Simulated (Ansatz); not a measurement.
# ScCl3: a ladder of functionals and wavefunction methods

One table from this session's results is given with a row withheld; the runs are named, their logs left out.

The runs use Ansatz 0.2.0, Gaussian basis; functionals in def2-TZVPP, the program's frozen cores in correlated methods.

Plan: LDA (SPW92), PBE-D4, revPBE-D4, BLYP-D4, r2SCAN-D4, B97M-V, PBE0-D4, B3LYP-D4, r2SCANh-D4, r2SCAN0-D4, HSE06-D4, BHLYP-D4, CAM-B3LYP-D4, LC-ωPBE, ωB97X-V, ωB97M-V, B2PLYP, PBE-QIDH; CCSD(T)/def2-SVP; CCSD(T)/def2-TZVPP; MP2/def2-QZVPP; extrapolation to the limit; RPA on PBE.

## The geometry

An earlier PBE0-D4 in a triple-zeta def2 set relaxation fixed the geometry.

SMILES `[Cl][Sc]([Cl])[Cl]`, 4 atoms, charge 0, spin multiplicity 1.

Atoms are counted from 1 here; the program's logs count them from 0.

Bond lengths: Cl1–Sc2 2.269 Å, Sc2–Cl3 2.269 Å, Sc2–Cl4 2.269 Å. Angles: Cl1–Sc2–Cl3 120.0°, Cl1–Sc2–Cl4 120.0°, Cl3–Sc2–Cl4 120.0°.

The first run:

in.yaml reads:

```yaml
crystal:
  periodic: [false, false, false]
  atoms:
    - {symbol: Cl, position_ang: [0.556869, 0.611642, 2.106608]}
    - {symbol: Sc, position_ang: [0.012894, -0.015357, -0.004693]}
    - {symbol: Cl, position_ang: [0.395279, -2.143907, -0.689996]}
    - {symbol: Cl, position_ang: [-0.909442, 1.487322, -1.432219]}
basis:
  gaussian: {orbitals: def2-TZVPP}
hamiltonian: {xc: lda}
output: {orbitals: {seedname: orbitals}}
```

Started as:

```console
$ ansatz run in.yaml --threads 4 --pin off --events-out ev --progress --plain --max-ram 10444MiB
```

Among the steps run: LDA; PBE-D4 (GGA); revPBE-D4 (GGA); BLYP-D4 (GGA); r2SCAN-D4 (meta-GGA); B97M-V (meta-GGA); B3LYP-D4 (hybrid); r2SCANh-D4 (hybrid); r2SCAN0-D4 (hybrid); HSE06-D4 (hybrid); BHLYP-D4 (hybrid); CAM-B3LYP-D4 (range-separated); LC-ωPBE (range-separated); ωB97X-V (range-separated); ωB97M-V (range-separated); B2PLYP (double hybrid); PBE-QIDH (double hybrid).

One of the session's tables, all rows but one given; the rest of the session is left out.

It belongs to the step «Orbital energies across the functionals». 

```
  functional  HOMO (eV)  LUMO (eV)  gap (eV)
 LDA (SPW92)      -8.04      -4.41      3.64
      PBE-D4      -7.89      -4.17      3.72
   revPBE-D4      -7.83      -4.03      3.80
     BLYP-D4      -7.71      -4.16      3.55
   r2SCAN-D4      -8.25      -3.97      4.28
      B97M-V      -8.32      -4.09      4.23
     PBE0-D4      -9.26      -3.23      6.03
    B3LYP-D4      -8.98      -3.61      5.37
  r2SCANh-D4          ?          ?         ?
  r2SCAN0-D4      -9.50      -3.10      6.40
    HSE06-D4      -8.86      -3.61      5.25
    BHLYP-D4     -10.48      -2.43      8.05
CAM-B3LYP-D4     -10.60      -2.37      8.23
     LC-ωPBE     -12.04      -1.06     10.98
     ωB97X-V     -11.64      -1.22     10.42
     ωB97M-V     -11.47      -1.43     10.04
```

Q: Estimate the row for r2SCANh-D4 from the others.

Worked estimate for «HOMO (eV)». Against the share of exact exchange, r2SCAN-D4 (0, -8.25), r2SCAN0-D4 (0.25, -9.50) give a slope of -5.00 per unit share; at 0.1 the line stands at -8.75.

The run gave: HOMO (eV): -8.75; LUMO (eV): -3.62; gap (eV): 5.13. In «HOMO (eV)» the line misses by 0.00.
